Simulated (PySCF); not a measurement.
**A diatomic session: KP**

One table from this session's results is given with a row withheld; the runs are named, their logs left out.

The runs use PySCF 2.14.0; K def2-TZVPP, P def2-TZVPP, no relativity.

Set-up of the first run:

Settings of the job:

```
atoms                         : K, P
charge                        : 0
basis                         : K def2-TZVPP, P def2-TZVPP
Hamiltonian                   : no relativity
basis functions               : 75
electrons treated             : 34
masses in u                   : 38.9637, 30.9738
levels                        : PBE0, PBE, r²SCAN, r²SCAN0, TPSSh, BLYP, BHandHLYP, LC-ωPBE, HF, MP2, SCS-MP2, CCSD, CCSD(T)
grid                          : 80 radial by 434 angular points
occupations                   : held fixed by the projection of orbital angular momentum
dissociation limit            : K + P, each in its ground configuration
starting distance in angstrom : 3.010
values of 2S to try           : 0, 2, 4
```

Run with:

```sh
$ OMP_NUM_THREADS=1 python dia.py task.json out
```

Among the steps run: The job; The PBE0 curve of the state that the search chose; Higher solutions at PBE0; PBE (GGA); r²SCAN (meta-GGA); r²SCAN0 (hybrid meta-GGA); TPSSh (hybrid meta-GGA); BLYP (GGA); BHandHLYP; LC-ωPBE; UHF (mean field); Adding correlation.

One table of the session follows, with a row left open; its other results are not shown here.

It belongs to the step «Constants by level of theory». 

```
      level  Re (Å)  ωe (cm⁻¹)  De (eV)
    UHF-MP2   3.050      214.3     0.91
UHF-SCS-MP2   3.061      212.4     0.99
   UHF-CCSD   3.056      214.9     0.97
UHF-CCSD(T)   3.056      213.3     1.03
        PBE   3.055      201.8     1.40
       BLYP   3.088      194.8     1.38
     r²SCAN   3.061      206.7     1.34
      TPSSh   3.051      209.4     1.45
       PBE0   3.037      212.2     1.30
    r²SCAN0   3.046      214.2     1.27
  BHandHLYP   3.047      215.7     1.22
    LC-ωPBE       ?          ?        ?
```

Estimate the missing values for LC-ωPBE.

**Answer.** Re (Å): 3.013; ωe (cm⁻¹): 225.7; De (eV): 1.34. In the column «Re (Å)» it is the lowest.

De is counted to K + P in their ground configurations.
